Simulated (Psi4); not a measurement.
# GeHF (SMILES [F][GeH]): wB97X-V/def2-TZVPP

What is the energy change on altering one bond length of GeHF at wB97X-V/def2-TZVPP? 

The results are computed with Psi4 1.11.

## Step 1: Starting point

The species is GeHF (3 atoms), meant as a singlet with charge 0. As SMILES, `[F][GeH]`. The shape is that of a PBE0-D4/def2-TZVP optimisation.

Bond lengths: F1–Ge2 1.757 Å, Ge2–H3 1.609 Å. Angles: F1–Ge2–H3 94.2°.

## Step 2: A single-point energy at wB97X-V/def2-TZVPP

Contents of job.py:

```python
import psi4

psi4.set_memory('1600 MB')
psi4.set_num_threads(1)
psi4.core.set_output_file('fgeh.out', False)

m = psi4.geometry("""
F      1.27008493     1.91353667     0.88760436
Ge    -1.24325082     0.36887454    -0.63419209
H     -0.04762110    -2.40505444    -0.27854563
units au
symmetry c1
no_reorient
no_com
""")

options = {'basis': 'def2-TZVPP', 'puream': True, 'e_convergence': 1e-09, 'd_convergence': 1e-08, 'scf_type': 'pk', 'dft_radial_points': 99, 'dft_spherical_points': 590}
psi4.set_options(options)

e, wfn = psi4.energy('wb97x-v', return_wfn=True)
print(f'total energy {e:.8f} hartree = {e * 27.211386:.5f} eV')
```

Launch:

```
$ python job.py
```

fgeh.out:

```text
[...]
  Running in c1 symmetry.
[...]
  Nuclear repulsion =   99.212640339823849
[...]
  Multiplicity = 1
[...]
  Nalpha       = 21
  Nbeta        = 21
[...]
    Number of basis functions: 93
[...]
   @RKS iter   1: -2175.94081026612275   -2.56380e+00   3.14916e-02 ADIIS/DIIS
[...]
   @RKS iter  12: -2177.26685230055637   -4.09273e-12   2.99196e-09 DIIS
[...]
    Orbital Energies [Eh]
    ---------------------
    Doubly Occupied:
       1A   -398.603996     2A    -49.848728     3A    -44.362980
       4A    -44.360094     5A    -44.358363     6A    -24.724948
       7A     -6.354011     8A     -4.533129     9A     -4.524882
      10A     -4.518311    11A     -1.368568    12A     -1.356963
      13A     -1.351571    14A     -1.351307    15A     -1.344693
      16A     -1.257261    17A     -0.651614    18A     -0.527688
      19A     -0.518680    20A     -0.494688    21A     -0.349066
[...]
  @RKS Final Energy: -2177.26685230055637
   => Energetics <=
    Nuclear Repulsion Energy =             99.2126403398238494
    One-Electron Energy =               -3232.2222531442353102
    Two-Electron Energy =                1025.0288441010313818
    DFT Exchange-Correlation Energy =     -69.4632437413605288
    Empirical Dispersion Energy =           0.0000000000000000
    VV10 Nonlocal Energy =                  0.1771601441840129
    Total Energy =                      -2177.2668523005563657
[...]
 Multipole Moments:
 ------------------------------------------------------------------------------------
     Multipole            Electronic (a.u.)      Nuclear  (a.u.)        Total (a.u.)
 ------------------------------------------------------------------------------------
 L = 1.  Multiply by 2.5417464519 to convert [e a0] to [Debye]
 Dipole X            :         27.8310303          -28.4008830           -0.5698527
 Dipole Y            :        -26.9478042           26.6207609           -0.3270433
 Dipole Z            :         12.2416470          -12.5842533           -0.3426063
 Magnitude           :                                                    0.7409916
[...]
```

On the terminal:

```text
total energy -2177.26685230 hartree = -59246.44874 eV
```

Run time: 18 s. Hardware: 1 thread of Intel Xeon 6975P-C (Granite Rapids), shared host; peak memory 0.82 GiB.

## Step 3: The distorted shape

Contents of input.json:

```json
{
 "schema_name": "qcschema_input",
 "schema_version": 1,
 "molecule": {
  "schema_name": "qcschema_molecule",
  "schema_version": 2,
  "symbols": ["F", "Ge", "H"],
  "geometry": [4.28614263, 3.76716525, 2.71379222, -1.24325082, 0.36887454, -0.63419209, -0.0476211, -2.40505444, -0.27854563],
  "molecular_charge": 0,
  "molecular_multiplicity": 1,
  "fix_symmetry": "c1",
  "fix_com": true,
  "fix_orientation": true
 },
 "driver": "energy",
 "model": {
  "method": "wb97x-v",
  "basis": "def2-TZVPP"
 },
 "keywords": {
  "puream": true,
  "e_convergence": 1e-09,
  "d_convergence": 1e-08,
  "scf_type": "pk",
  "dft_radial_points": 99,
  "dft_spherical_points": 590
 }
}
```

Launch:

```
$ psi4 --qcschema input.json -n 1 --memory 1600MB
```

stdout:

```text
[...]
  Running in c1 symmetry.
[...]
  Nuclear repulsion =   51.067051765557572
[...]
  Multiplicity = 1
[...]
  Nalpha       = 21
  Nbeta        = 21
[...]
    Number of basis functions: 93
[...]
   @RKS iter   1: -2175.75279879823620   -2.89229e+00   3.10333e-02 ADIIS/DIIS
[...]
   @RKS iter  18: -2177.06114563965639   -8.04903e-11   8.00938e-09 DIIS
[...]
    Orbital Energies [Eh]
    ---------------------
    Doubly Occupied:
       1A   -398.723450     2A    -49.967465     3A    -44.481321
       4A    -44.480270     5A    -44.476344     6A    -24.537077
       7A     -6.469337     8A     -4.647095     9A     -4.643300
      10A     -4.630926    11A     -1.473193    12A     -1.472972
      13A     -1.463195    14A     -1.460075    15A     -1.458939
      16A     -1.044727    17A     -0.706661    18A     -0.461641
      19A     -0.313502    20A     -0.313473    21A     -0.297130
[...]
  @RKS Final Energy: -2177.06114563965639
   => Energetics <=
    Nuclear Repulsion Energy =             51.0670517655575722
    One-Electron Energy =               -3134.0604682473053799
    Two-Electron Energy =                 975.1153830245011704
    DFT Exchange-Correlation Energy =     -69.3630051597523760
    Empirical Dispersion Energy =           0.0000000000000000
    VV10 Nonlocal Energy =                  0.1798929773427345
    Total Energy =                      -2177.0611456396563881
[...]
 Multipole Moments:
 ------------------------------------------------------------------------------------
     Multipole            Electronic (a.u.)      Nuclear  (a.u.)        Total (a.u.)
 ------------------------------------------------------------------------------------
 L = 1.  Multiply by 2.5417464519 to convert [e a0] to [Debye]
 Dipole X            :         -2.2818798           -1.2563637           -3.5382434
 Dipole Y            :        -45.6095861           43.3034181           -2.3061680
 Dipole Z            :         -6.0076178            3.8514375           -2.1561803
 Magnitude           :                                                    4.7420134
[...]
```

The result, in JSON:

```text
{
 "driver": "energy",
 "model": {
  "method": "wb97x-v",
  "basis": "def2-TZVPP"
 },
 "success": true,
 "return_result": -2177.0611456396564,
 "properties": {
  "calcinfo_nbasis": 93,
  "calcinfo_nmo": 93,
  "calcinfo_nalpha": 21,
  "calcinfo_nbeta": 21,
  "calcinfo_natom": 3,
  "nuclear_repulsion_energy": 51.06705176555757,
  "return_energy": -2177.0611456396564,
  "scf_one_electron_energy": -3134.0604682473054,
  "scf_two_electron_energy": 975.1153830245012,
  "scf_vv10_energy": 0.17989297734273452,
  "scf_xc_energy": -69.36300515975238,
  "scf_dipole_moment": [-3.5382434275656562, -2.306168000598177, -2.156180312120675],
  "scf_total_energy": -2177.0611456396564,
  "scf_iterations": 18
 }
}
```

Run time: 23 s. Hardware: 1 thread of Intel Xeon 6975P-C (Granite Rapids), shared host; peak memory 0.76 GiB.

## Step 4: Results

Level: wB97X-V/def2-TZVPP.

| quantity | value |
| --- | --- |
| first shape: total energy | -2177.26685 Eh |
| first shape: dipole moment | 1.88 D |
| first shape: HOMO energy | -9.50 eV |
| first shape: LUMO energy | -0.67 eV |
| first shape: HOMO–LUMO gap | 8.83 eV |
| distorted shape: total energy | -2177.06115 Eh |
| distorted shape: dipole moment | 12.05 D |
| distorted shape: HOMO energy | -8.09 eV |
| distorted shape: LUMO energy | -3.28 eV |
| distorted shape: HOMO–LUMO gap | 4.80 eV |
| energy change with the F1–Ge2 bond stretched from 1.757 to 3.865 Å | 5.598 eV |

**Reading.** With the F1–Ge2 bond stretched from 1.757 to 3.865 Å the energy rises by 5.60 eV (540 kJ/mol). The first shape isn't relaxed at this level, so the change isn't measured from a minimum. A restricted reference can't describe the breaking bond well at this length.
